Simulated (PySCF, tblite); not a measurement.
# CH₁₀ClNSi₃: dynamics, then NMR shifts on frames, part 1 of 2

How do NMR shifts of CH₁₀ClNSi₃ (`N[SiH2][C@H]([SiH3])[SiH2]Cl`) change as the atoms move?

The runs use tblite 0.8.0 and PySCF 2.14.0, with density-fitted response routines of our own; the level of theory stands in each step. All values are computed, except where a source is named. Atoms are numbered from 0 throughout.

## (1) The molecule as given

16 atoms, charge 0, multiplicity 1; geometry from: GFN2-xTB.

Bonds of the start (Å): N0–Si1 1.72, Si1–C2 1.91, C2–Si3 1.90, C2–Si4 1.89, Si4–Cl5 2.02, N0–H6 1.01, N0–H7 1.01, Si1–H8 1.46, Si1–H9 1.48, C2–H10 1.09, Si3–H11 1.47, Si3–H12 1.47, Si3–H13 1.47, Si4–H14 1.47, Si4–H15 1.46.

## (2) A short Langevin run with GFN2-xTB

What the job is given:

```
{"job": {"kind": "md", "xc": "GFN2-xTB", "basis": "xTB", "temperature": 200, "steps": 2000, "every": 50, "frames": 5}, "charge": 0, "multiplicity": 1}
N      1.762377    -0.889478    -0.942216
Si     1.396500    -0.391768     0.665713
C     -0.394819     0.266655     0.625039
Si    -1.663447    -1.045669     0.096623
Si    -0.576332     1.855041    -0.390527
Cl     0.497727     3.336230     0.467068
H      2.706686    -1.169988    -1.149584
H      1.116376    -1.497432    -1.419143
H      2.387925     0.638370     0.974765
H      1.466026    -1.444697     1.696915
H     -0.631301     0.519966     1.663016
H     -1.501404    -1.370935    -1.325094
H     -1.488011    -2.268574     0.886934
H     -3.025840    -0.544291     0.299965
H     -1.966162     2.319671    -0.401662
H     -0.093899     1.695844    -1.759224
```

With the program's defaults for keys left out, this is: GFN2-xTB Langevin dynamics, gas phase.

Run with:

```
OMP_NUM_THREADS=1 python probes_run.py task.json out
```

One launch serves the whole session: the jobs run in the order shown.

What it wrote:

```text
t/fs     T/K      E/eV
    0.0   162.6   -542.98098
   25.0    84.7   -542.74911
   50.0   149.1   -542.73991
   75.0   207.1   -542.77884
  100.0   142.5   -542.63835
  125.0   171.9   -542.72543
  150.0   178.1   -542.73188
  175.0   176.1   -542.77859
  200.0   133.5   -542.66369
  225.0   193.7   -542.73456
  250.0   230.4   -542.67662
  275.0   269.3   -542.62412
  300.0   227.9   -542.47117
  325.0   224.8   -542.52581
  350.0   218.2   -542.50282
  375.0   211.2   -542.50810
  400.0   147.3   -542.47615
  425.0   198.9   -542.57955
  450.0   257.3   -542.60394
  475.0   226.3   -542.61829
  500.0   191.3   -542.61966
  525.0   185.9   -542.58688
  550.0   213.4   -542.55815
  575.0   220.9   -542.59413
  600.0   191.9   -542.66670
  625.0   159.3   -542.58071
  650.0   215.5   -542.63745
  675.0   255.6   -542.75140
  700.0   197.6   -542.67033
  725.0   223.2   -542.71518
  750.0   196.1   -542.53032
  775.0   181.5   -542.51040
  800.0   247.3   -542.71336
  825.0   223.7   -542.70592
  850.0   141.9   -542.53424
  875.0   175.8   -542.49300
  900.0   263.6   -542.53523
  925.0   273.0   -542.58053
  950.0   183.5   -542.49997
  975.0   187.6   -542.62297
 1000.0   180.0   -542.71046
```

It took 39 s on 1 thread of Intel Xeon Platinum 8259CL at 2.50GHz, shared host; peak memory 0.18 GiB.

Distance from the start (root mean square after alignment): 0 fs 0.00 Å, 200 fs 0.40 Å, 400 fs 0.54 Å, 600 fs 0.44 Å, 800 fs 0.39 Å, 1000 fs 0.71 Å.

Positions (Å) and forces (eV/Å) at 1000 fs:

```xyz
16

N     1.789   -0.327    0.574    0.730    0.058   -0.440
Si    0.505   -0.659    1.645   -0.300    1.227   -0.674
C    -1.149    0.062    0.921    0.458   -0.578    0.512
Si   -2.074   -1.299   -0.006   -0.805    0.644    0.086
Si   -1.074    1.713    0.032   -0.823   -0.385   -0.363
Cl    0.285    2.920    0.798    0.579    0.483    0.292
H     2.205    0.598    0.548   -0.155   -0.373   -0.064
H     2.080   -0.893   -0.217   -0.228    0.270    0.422
H     0.834    0.058    2.863    0.040    0.006    0.280
H     0.314   -2.058    1.732    0.071   -1.036    0.219
H    -1.740    0.185    1.829   -0.215    0.309    0.068
H    -1.370   -1.659   -1.197    0.389   -0.308   -0.555
H    -2.260   -2.385    0.938   -0.059   -0.304    0.036
H    -3.406   -0.795   -0.433    0.237   -0.146    0.119
H    -2.392    2.311    0.232   -0.091    0.229    0.008
H    -0.875    1.657   -1.417    0.172   -0.096    0.053
```

## (3) NMR shieldings: 250 fs, PBE0/pcSseg-1

What the job is given:

```
{"job": {"kind": "nmr", "xc": "PBE0", "basis": "pcSseg-1", "pop": false}, "charge": 0, "multiplicity": 1}
N      1.541500    -0.414500    -0.888400
Si     1.075600    -0.610500     0.764600
C     -0.669900    -0.042400     0.900300
Si    -1.904900    -1.334400     0.258100
Si    -1.042900     1.707100     0.225500
Cl     0.511400     2.994300     0.500000
H      2.487400    -0.286700    -1.159600
H      0.879600    -0.622300    -1.592100
H      2.064800     0.265400     1.448800
H      1.200300    -1.938800     1.472600
H     -0.831100    -0.032100     1.953100
H     -1.742700    -1.673700    -1.146200
H     -1.639900    -2.479100     1.140100
H     -3.278700    -0.761400     0.448300
H     -2.196500     2.287500     0.894700
H     -1.313700     1.898600    -1.228900
```

Method: GIAO PBE0/pcSseg-1 NMR shielding, non-relativistic, gas phase.

What it wrote:

```text
coarse grid: 14848 points
cycle   1  E = -1426.8262659971  dE =  3.011e-01  |g| = 5.497e-01  |ddm| = 3.596e+00
cycle   2  E = -1426.7868958802  dE =  3.937e-02  |g| = 6.849e-01  |ddm| = 1.131e+00
cycle   3  E = -1426.8946189813  dE = -1.077e-01  |g| = 6.131e-02  |ddm| = 6.977e-01
cycle   4  E = -1426.8954125195  dE = -7.935e-04  |g| = 2.473e-02  |ddm| = 9.320e-02
cycle   5  E = -1426.8955457864  dE = -1.333e-04  |g| = 4.000e-03  |ddm| = 2.819e-02
cycle   6  E = -1426.8955490879  dE = -3.302e-06  |g| = 1.794e-03  |ddm| = 6.243e-03
final grid: 123448 points
cycle   7  E = -1426.9247197611  dE = -2.129e-05  |g| = 7.231e-03  |ddm| = 1.891e-02
cycle   8  E = -1426.9247087141  dE =  1.105e-05  |g| = 9.597e-03  |ddm| = 1.519e-02
cycle   9  E = -1426.9247316895  dE = -2.298e-05  |g| = 6.062e-04  |ddm| = 9.069e-03
cycle  10  E = -1426.9247317488  dE = -5.923e-08  |g| = 1.522e-04  |ddm| = 7.244e-04
cycle  11  E = -1426.9247317542  dE = -5.468e-09  |g| = 4.835e-05  |ddm| = 2.165e-04
cycle  12  E = -1426.9247317547  dE = -4.529e-10  |g| = 1.650e-05  |ddm| = 5.332e-05
converged SCF energy = -1426.9247317547

GIAO shielding tensors (ppm)
atom      isotropic    diamagn.    paramagn.     s11        s22        s33       span
  0 N      256.093     321.551     -65.458    224.830    259.208    284.240     59.410
  1 Si     384.752     880.575    -495.824    341.526    357.841    454.889    113.363
  2 C      194.734     264.995     -70.261    178.087    198.097    208.017     29.930
  3 Si     425.157     879.970    -454.813    398.937    414.339    462.195     63.258
  4 Si     365.233     877.883    -512.649    304.255    373.112    418.333    114.078
  5 Cl     986.352    1148.905    -162.553    928.712    959.061   1071.281    142.569
  6 H       31.347      31.804      -0.457     24.381     25.692     43.966     19.586
  7 H       31.994      34.913      -2.919     24.317     30.216     41.449     17.132
  8 H       26.327      29.839      -3.512     23.242     25.216     30.525      7.283
  9 H       26.202      29.237      -3.035     22.619     24.197     31.790      9.171
 10 H       32.958      33.921      -0.963     27.802     29.702     41.369     13.567
 11 H       27.898      29.635      -1.737     24.061     26.741     32.891      8.829
 12 H       27.365      28.859      -1.494     23.608     25.187     33.301      9.693
 13 H       27.192      28.135      -0.943     23.266     25.471     32.840      9.574
 14 H       26.477      28.275      -1.797     21.682     25.682     32.069     10.387
 15 H       25.968      28.553      -2.585     21.618     25.291     30.995      9.377
```

Wall time 43 s (1 thread of Intel Xeon Platinum 8259CL at 2.50GHz, shared host); peak memory 0.76 GiB.

The references, computed at this level on geometries of the same kind, shield at (ppm): 1H TMS 31.72, 13C TMS 186.9, 29Si TMS 349.2, 15N NH3 267.7, 35Cl HCl 950. Their shielding less the atom's gives the shift. The references are single molecules in the gas phase, so shifts against H2O, NH3, PH3, H3PO4 or CFCl3 are not on the usual liquid scales and can be off by tens of ppm. Each atom is listed at this fixed geometry, with no averaging over motion; a spectrum would average atoms that exchange fast.

| atoms | environment | σ (ppm) | δ (ppm) |
| --- | --- | --- | --- |
| C2 | sp3 CH bonded to 3 Si | 194.7 | -7.8 |
| H15 | hydrogen on a silicon bonded to C, Cl | 25.97 | 5.75 |
| H9 | hydrogen on a silicon bonded to C, N | 26.20 | 5.51 |
| H8 | hydrogen on a silicon bonded to C, N | 26.33 | 5.39 |
| H14 | hydrogen on a silicon bonded to C, Cl | 26.48 | 5.24 |
| H13 | hydrogen on a silicon bonded to C | 27.19 | 4.52 |
| H12 | hydrogen on a silicon bonded to C | 27.37 | 4.35 |
| H11 | hydrogen on a silicon bonded to C | 27.90 | 3.82 |
| H6 | hydrogen on a nitrogen bonded to Si | 31.35 | 0.37 |
| H7 | hydrogen on a nitrogen bonded to Si | 31.99 | -0.28 |
| H10 | hydrogen on an sp3 CH bonded to 3 Si | 32.96 | -1.24 |
| N0 | nitrogen bonded to Si, 2 H | 256.1 | 11.6 |
| Si4 | silicon bonded to C, Cl, 2 H | 365.2 | -16.1 |
| Si1 | silicon bonded to C, N, 2 H | 384.8 | -35.6 |
| Si3 | silicon bonded to C, 3 H | 425.2 | -76.0 |
| Cl5 | chlorine bonded to Si | 986 | -37 |

## (4) NMR shieldings: 425 fs, PBE0/pcSseg-1

What the job is given:

```
{"job": {"kind": "nmr", "xc": "PBE0", "basis": "pcSseg-1", "pop": false}, "charge": 0, "multiplicity": 1}
N      1.114000    -0.677700    -0.694500
Si     0.656800    -0.785100     1.012100
C     -1.123300    -0.057200     1.259400
Si    -2.416500    -1.260000     0.583900
Si    -1.284600     1.691700     0.550100
Cl     0.465100     2.707900     0.588000
H      2.044700    -0.749500    -0.940600
H      0.522800    -1.159600    -1.343700
H      1.754500    -0.178200     1.815400
H      0.482500    -2.160300     1.539800
H     -1.278500     0.038900     2.371300
H     -2.407400    -1.443300    -0.875100
H     -2.133100    -2.556200     1.278100
H     -3.618600    -0.660300     0.990600
H     -2.219100     2.520400     1.286300
H     -1.765300     1.963600    -0.852300
```

Method: GIAO PBE0/pcSseg-1 NMR shielding, non-relativistic, gas phase.

What it wrote:

```text
coarse grid: 14848 points
cycle   1  E = -1426.8265686469  dE =  2.282e-01  |g| = 5.239e-01  |ddm| = 3.578e+00
cycle   2  E = -1426.7924472086  dE =  3.412e-02  |g| = 6.512e-01  |ddm| = 1.037e+00
cycle   3  E = -1426.8882200431  dE = -9.577e-02  |g| = 6.208e-02  |ddm| = 6.351e-01
cycle   4  E = -1426.8890382704  dE = -8.182e-04  |g| = 2.386e-02  |ddm| = 8.942e-02
cycle   5  E = -1426.8891603921  dE = -1.221e-04  |g| = 3.882e-03  |ddm| = 2.721e-02
cycle   6  E = -1426.8891635404  dE = -3.148e-06  |g| = 1.864e-03  |ddm| = 6.235e-03
final grid: 123448 points
cycle   7  E = -1426.9182365618  dE = -1.700e-05  |g| = 7.398e-03  |ddm| = 1.775e-02
cycle   8  E = -1426.9182242321  dE =  1.233e-05  |g| = 9.989e-03  |ddm| = 1.553e-02
cycle   9  E = -1426.9182490773  dE = -2.485e-05  |g| = 6.541e-04  |ddm| = 9.303e-03
cycle  10  E = -1426.9182491461  dE = -6.887e-08  |g| = 1.877e-04  |ddm| = 7.767e-04
cycle  11  E = -1426.9182491548  dE = -8.667e-09  |g| = 5.045e-05  |ddm| = 2.389e-04
cycle  12  E = -1426.9182491553  dE = -4.666e-10  |g| = 1.902e-05  |ddm| = 5.898e-05
converged SCF energy = -1426.9182491553

GIAO shielding tensors (ppm)
atom      isotropic    diamagn.    paramagn.     s11        s22        s33       span
  0 N      262.266     319.058     -56.792    234.255    268.371    284.173     49.918
  1 Si     374.742     879.783    -505.041    331.667    365.301    427.259     95.592
  2 C      187.461     265.399     -77.938    169.643    189.793    202.947     33.303
  3 Si     424.464     879.634    -455.170    383.803    425.111    464.479     80.675
  4 Si     367.737     877.994    -510.257    303.109    370.063    430.038    126.928
  5 Cl     978.697    1149.432    -170.735    905.033    941.850   1089.207    184.174
  6 H       32.652      33.195      -0.542     25.340     26.725     45.891     20.551
  7 H       31.963      33.608      -1.645     23.870     29.557     42.464     18.594
  8 H       26.211      29.233      -3.022     23.153     24.704     30.775      7.621
  9 H       26.499      30.190      -3.691     22.612     25.078     31.806      9.194
 10 H       30.996      31.008      -0.012     26.209     27.858     38.922     12.713
 11 H       27.703      29.032      -1.328     24.203     26.398     32.508      8.305
 12 H       27.056      28.220      -1.164     23.553     24.999     32.616      9.063
 13 H       28.236      29.127      -0.892     23.773     26.341     34.594     10.821
 14 H       26.471      28.087      -1.616     21.821     25.437     32.156     10.334
 15 H       25.756      28.045      -2.289     21.468     25.000     30.800      9.332
```

Run time: 42 s. Hardware: 1 thread of Intel Xeon Platinum 8259CL at 2.50GHz, shared host; peak memory 0.89 GiB.

This run: δ C2 -0.5, N0 5.5, Si4 -18.6, Si1 -25.6, H15 5.96, H8 5.51 ppm.

(Continued in part 2 of 2.)
